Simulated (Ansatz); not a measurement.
Crystal: BiTe.

```
Bi Te
1.0
     2.42271    1.39875    3.31729
    -2.42271    1.39875    3.31729
     0.00000   -2.79750    3.31729
Bi Te
1 1
Direct
  0.50000 0.50000 0.50000
  0.00000 0.00000 0.00000
```

The cell comes from a database or a generator and needn't be the stable form of this composition.

Base run:

```yaml
Program: Ansatz 0.2.0
Functional: PBEsol
Potentials_or_basis: all-electron LAPW, scalar-relativistic
Cutoff: 174 eV (chosen from the basis error)
Basis_error_allowed: 0.001 eV/atom
k_mesh: 7 × 7 × 7
Occupations: fermi-dirac, width 0.05 eV
Spin: no spin polarisation
```

Its results: pressure -2.3 GPa.

**Question.** The run is repeated on the same cell with these changes: functional from PBEsol to LDA. What comes out?

**Answer.** Pressure -3.4 GPa.

LDA binds more tightly than PBEsol, so the same cell stands under less pressure.
